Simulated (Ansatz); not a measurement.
# NiCl at fixed geometry

The system is NiCl, a known structure type filled with other elements, at an estimated volume. Wanted, at the geometry given: its forces and stress, its levels, and how its atoms share the electrons.

Method: DFT, HSE06, collinear spin, plane waves, PAW, in Ansatz 0.2.0.

1 further run of the same task is left out (set aside as unsound or not needed).

## 1. The structure

The structure is hexagonal, space group P6_3/mmc (No. 194). Conventional cell: a = 3.419 Å, b = 3.419 Å, c = 5.914 Å, α = 90.00°, β = 90.00°, γ = 120.00°. Ni (site symmetry -3m) is surrounded by 6 Cl at 2.47 Å. Cl (site symmetry -6m2) is surrounded by 6 Ni at 2.47 Å.

As a file:

```cif
data_structure
_symmetry_space_group_name_H-M 'P 1'
_symmetry_Int_Tables_number 1
_cell_length_a 3.4185
_cell_length_b 3.4185
_cell_length_c 5.9143
_cell_angle_alpha 90.000
_cell_angle_beta 90.000
_cell_angle_gamma 120.000
_cell_volume 59.86
loop_
_atom_site_label
_atom_site_type_symbol
_atom_site_fract_x
_atom_site_fract_y
_atom_site_fract_z
_atom_site_occupancy
Ni1 Ni 0.00000 0.00000 0.00000 1
Ni2 Ni 0.00000 0.00000 0.50000 1
Cl1 Cl 0.33333 0.66667 0.25000 1
Cl2 Cl 0.66667 0.33333 0.75000 1
```

It starts afresh, from the typed moments and atomic densities.

## 2. Self-consistent run

Contents of input.yaml:

```yaml
crystal:
  lattice:
    - [3.41853187, 0.0, 0.0]
    - [-1.70926593, 2.96054025, 0.0]
    - [0.0, 0.0, 5.91426343]
  atoms:
    - { symbol: Ni, position: [0.0, 0.0, 0.0], spin: 0.94 }
    - { symbol: Ni, position: [0.0, 0.0, 0.5], spin: -0.94 }
    - { symbol: Cl, position: [0.33333, 0.66667, 0.25] }
    - { symbol: Cl, position: [0.66666, 0.33333, 0.75] }
kpoints:
  mp_grid: { grid: [6, 6, 3], shift: [0, 0, 0] }
magnetization:
  spin_polarized: true
scf:
  occupations: { method: fermi_dirac }
hamiltonian:
  pseudopotentials: { kind: paw }
  xc: hse06
basis:
  ecutwfc: 420
  fft_grid_basis: typed
output:
  forces: true
  stress: true
  eigenvalues: true
  bader: true
  populations: true
  elf: true
  write_potential: true
  volumetric_format: npy
  dos:
    e_range: [-12, 8]
    de: 0.05
    projected: { site_lists: { Cl: [Cl], Ni: [Ni] } }
```

Log, cut to the lines that bear on the results:

```text
Warning: the atoms were moved onto the symmetric positions of the space group found under crystal.symmetry.tolerance 1.0e-5 (fractional; no operation is sought that the atoms, as they stand in a round, miss by more than twice it, and no atom is moved by as much as it), and the run uses [...]
Warning: output.stress: scf.convergence.dr2_threshold = 1e-7 eV (the SCF's general default) is looser than the 4e-10 eV advised for a printed stress (1e-10 eV for each atom of the cell: 4). What an SCF threshold leaves in a stress goes as its square root, and in the free energy as the [...]
Warning: output.stress: scf.exx.energy_threshold = 1e-6 eV is looser than the 4e-8 eV advised for a stress under a hybrid functional (1e-8 eV for each atom of the cell: 4). Every SCF of the exchange loop can meet its threshold on dr2 while the loop round them stops early: no threshold on [...]
Warning: RAYON_NUM_THREADS=2 ignored (pool sized by the plan → 2); use --threads N
[...]
Pseudopotentials: kind: paw
Pseudopotential: Ni, paw, valence charge 18, recommended cutoff 420 eV (normal), Ni.paw.azcp
Pseudopotential: Cl, paw, valence charge 7, recommended cutoff 420 eV (normal), Cl.paw.azcp
Functional definition: HSE06
[...]
Crystal: 4 atoms, lattice volume = 59.856 Å³
Basis set: ecut = 420 eV, 1159 PW (Γ), exchange–correlation on 48×48×80 points (8 copies of the dense FFT grid, shifted against one another)
Bands: 32, of which v1, the nominal top of the filled ones, is band 25 counted from 1 (24 counted from 0)
Symmetry: 12 space group operations
Space group: P-3m1 (ITA 164), of the structure as read, at distance tolerance 3.9e-5 Å
Magnetic group: BNS 194.269 (UNI 1499), of the structure as read, at distance tolerance 3.9e-5 Å
k-points: 17 of 108
[...]
Starting moments: Σ|m| = 1.88 μB on 2 of 4 sites
[...]
this state was not tested for a lower state beside it, because the functional holds exact exchange (a hybrid, or Hartree-Fock), whose exchange loop this test does not read (fock_operator); the stability check (scf.self_checks: high) cannot read this state: a pseudopotential is PAW: the [...]
hybrid SCF converged: 3 outer / 47 inner (+28 warm-up), last move |dexx| = 4.00e-8 eV, tail = 7.86e-10 eV
Magnetization: 0.0000 μB (25.0000 up, 25.0000 down)
Absolute magnetization: 2.0221 μB (∫|ρ↑−ρ↓|, with the PAW one-centre terms)
Spin contamination: 0.7630 ħ² per cell (⟨S²⟩ above its minimum at these occupations)
Per-site moments (μB) at R_I (Å): [(0.9403173392022441, 1.0172635312172567), (-0.9402980123054573, 1.0172635312172569), (1.043248902021582e-6, 1.0172635312172569), (1.0432489021844003e-6, 1.0172635312172567)]
Free energy (F): -13836.057434 eV
Frozen-core exchange: fock
[...]
E sigma→0 (E₀):  -13835.982904 eV
Entropy (-TS):   -0.149061 eV (-37.265 meV/atom)
Fermi energy:    12.606623 eV
[...]
--- Forces (eV/Å), atoms counted from 1 ---
  atom   1  Ni     0.00000000    -0.00000000     0.00000000
  atom   2  Ni     0.00000000    -0.00000000     0.00000000
  atom   3  Cl    -0.00000000     0.00000000     0.00000451
  atom   4  Cl     0.00000000    -0.00000000    -0.00000451
[...]
--- Stress (GPa, compression-positive) ---
        5.739995       0.000000      -0.000000
       -0.000000       5.739995      -0.000000
       -0.000000      -0.000000       3.226897
  P = ⅓ Tr σ = 4.9023 GPa (49.023 kbar)
--- Band table (eV; the first three rows and the last of 34) ---
[...]
--- Löwdin populations: 4 sites ---
  site symbol       q [e]    m [muB]
     0     Ni     17.4009     0.9231
     1     Ni     17.4009    -0.9230
     2     Cl      7.4194     0.0000
     3     Cl      7.4194     0.0000
  spilling = 0.007191 (of n_electrons = 50.000000)
--- Bader charges: 4 sites ---
  site symbol  charge [e]  shift [e]    m [muB]
     0     Ni      0.6742     0.0025     0.9362
     1     Ni      0.6742     0.0025    -0.9362
     2     Cl     -0.6742     0.0025     0.0000
     3     Cl     -0.6742     0.0025     0.0000
  estimated error of the sums over rays = 3.1e-4 e
```

Wall time 2.7 min (2 threads, shared host); peak memory 1.6 GiB.

## 3. Forces on the atoms, stress on the cell

All forces vanish by the symmetry of the sites.

Diagonalising the stress gives 3.23, 5.74, 5.74 GPa, so P = 4.90 GPa (positive in compression).

## 4. Density of states

States per cell by energy window, from dos.tsv and pdos.tsv (tetrahedra; eV from the Fermi level):

```csv
from,to,total,up,down,Cl p,Ni s,Ni d
-4.5,-4.0,3.65,1.82,1.82,0.17,0.02,3.37
-4.0,-3.5,5.70,2.84,2.84,0.49,0.02,5.11
-3.5,-3.0,3.52,1.76,1.76,0.34,0.02,3.11
-3.0,-2.5,2.55,1.27,1.27,0.17,0.01,2.35
-2.5,-2.0,0.00,0.00,0.00,0.00,0.00,0.00
-2.0,-1.5,0.00,0.00,0.00,0.00,0.00,0.00
-1.5,-1.0,0.00,0.00,0.00,0.00,0.00,0.00
-1.0,-0.5,0.00,0.00,0.00,0.00,0.00,0.00
-0.5,0.0,2.07,1.04,1.04,0.19,0.04,1.76
0.0,0.5,1.77,0.89,0.89,0.16,0.04,1.50
0.5,1.0,0.16,0.08,0.08,0.01,0.01,0.13
1.0,1.5,0.02,0.01,0.01,0.00,0.01,0.00
1.5,2.0,0.10,0.05,0.05,0.01,0.06,0.00
2.0,2.5,0.45,0.22,0.22,0.04,0.28,0.01
2.5,3.0,1.11,0.56,0.56,0.11,0.67,0.04
3.0,3.5,0.68,0.34,0.34,0.09,0.34,0.02
```

## 5. Who holds the electrons, and the spin

Gathered by element (positive charge: electrons given up): Löwdin charges also hold the electrons that the projection spills.

| element | atoms | Bader charge (e) | Bader volume (Å³) | Löwdin charge (e) | Bader moment, size (μB) |
| --- | --- | --- | --- | --- | --- |
| Ni | 2 | +0.67 | 11.2 | +0.60 | 0.94 |
| Cl | 2 | -0.67 | 18.8 | -0.42 | 0.00 |

The Löwdin projection spills 0.7 % of the electrons and depends on the orbitals chosen; where it disagrees with Bader's partition, neither is an observable.

The main site moments: Ni1 up, Ni2 down.

## 6. Maps of the fields

Maps in the plane spanned by b and c at height 0.000 along a (axes of the input's cell), one cell: b runs left to right (10 points from zero), c bottom to top (18 points), 90° apart. Inside the augmentation spheres the fields are the smooth ones.

Valence density. Ten steps from '0' (0.09 e/Å³) to '9' (61.60 e/Å³), finer at the low end (step k begins (100^(k/10) - 1)/99 of the way up):
```
7620000026
3200000002
0000000000
0000010000
0000010000
0000000000
3200000002
7620000026
9730000037
7620000026
3200000002
0000000000
0000010000
0000010000
0000000000
3200000002
7620000026
9730000037
```

ELF. Ten even steps from '0' (0.07) to '9' (0.78):
```
6420000024
3200353002
1003787300
0016999610
0016999610
1003787300
3200353002
6420000024
9630000036
6420000024
3200353002
1003787300
0016999610
0016999610
1003787300
3200353002
6420000024
9630000036
```

Atoms within 0.2 Å of the plane, in fractions of b and c: Ni at (0.00, 0.00), Ni at (0.00, 0.50).

Scans along the contacts give these minima of the density:

```
contact  length (Å)  minimum at (fraction)  density (e/Å³)   ELF
Ni1–Cl3       2.466                   0.45           0.321  0.12
```

```
fraction  Ni1–Cl3
     0.2      7.9
     0.3     1.36
     0.4    0.375
     0.5    0.347
     0.6    0.641
     0.7     1.33
     0.8     1.81
```

(Smooth valence density in e/Å³ at fractions of each contact.)

## 7. Outcome

| quantity | value |
| --- | --- |
| above the lowest state of the earlier search | about 78 meV/atom |
| largest force | 0.000 eV/Å |
| pressure | 4.9 GPa |
| character | metal |
| density of states, mean within 0.25 eV of the Fermi level | 5.4 per eV per cell |
| Bader charges | Ni +0.67, Cl -0.67 e |
| net moment | 0.00 μB per cell |
| largest moment | 0.94 μB on Ni (Bader basin) |

**Reading.** This is a metastable state, so what follows is not the ground state's. Bands cross the Fermi level: a metal; within 0.25 eV of the Fermi level the density of states averages 5.4 per eV per cell, mostly Ni d (85 %). Ni loses most charge (+0.67 e on average) and Cl gains most (-0.67 e). Spin sits mostly on Ni (0.94 μB); the arrangement is compensated, with 0.00 μB net per cell. At 4.9 GPa the cell is compressed and would expand, and unequal principal stresses would change its shape.

Caveats: the k mesh is coarse for a cell without a gap; the exchange threshold is loose for a stress; the SCF threshold is loose for a stress.
